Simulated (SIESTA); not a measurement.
The system is NbRu3C.

```
Ru Nb C
1.0
     4.06514    0.00000    0.00000
     0.00000    4.06514    0.00000
     0.00000    0.00000    4.06514
Ru Nb C
3 1 1
Cartesian
  2.0326 2.0326 0.0000
  2.0326 0.0000 2.0326
  0.0000 2.0326 2.0326
  0.0000 0.0000 0.0000
  2.0326 2.0326 2.0326
```

The cell comes from a database or a generator and needn't be the stable form of this composition.

```yaml
Program: SIESTA 5.4.2
Task: single point
Functional: PBEsol
Potentials_or_basis: PseudoDojo 0.4 standard (PBEsol files)
Basis: DZP (energy shift 0.003 Ry; two zetas on semicore shells)
Grid_cutoff: 800 Ry
Energy_shift: 0.003 Ry
k_mesh: 7 × 7 × 7
Occupations: fermi-dirac, width 0.05 eV
Spin: no spin polarisation
```

On this cell: pressure -7.7 GPa; largest force zero by symmetry; band gap on the k mesh none (metal or under the smearing width).

The same run follows on a disturbed copy (atoms moved at random, drawn with an rms of 0.05 Å):

```
Ru Nb C
1.0
     4.06514    0.00000    0.00000
     0.00000    4.06514    0.00000
     0.00000    0.00000    4.06514
Ru Nb C
3 1 1
Direct
  0.50482 0.50205 0.00898
  0.48875 0.99205 0.50034
  0.00354 0.49763 0.51452
  0.00257 0.01736 0.00268
  0.50085 0.49707 0.50493
```

Q: What changes?

A: The energy (extrapolated to zero smearing) moves by +6.1 meV/atom; pressure -7.2 GPa; largest force 0.635 eV/Å; band gap on the k mesh none (metal or under the smearing width).

Forces in eV/Å, atoms in the order of the input:
```
Ru   0.000 -0.026 -0.288
Ru   0.148  0.613  0.069
Ru  -0.290  0.008 -0.052
Nb  -0.038 -0.380  0.092
C    0.175 -0.212  0.181
```

Stress tensor (GPa, compression positive):
```
-7.13  0.24 -0.05
 0.24 -7.21  0.09
-0.05  0.09 -7.13
```

Caveats: the basis of atomic orbitals isn't converged, which shifts pressures, moduli and gaps.
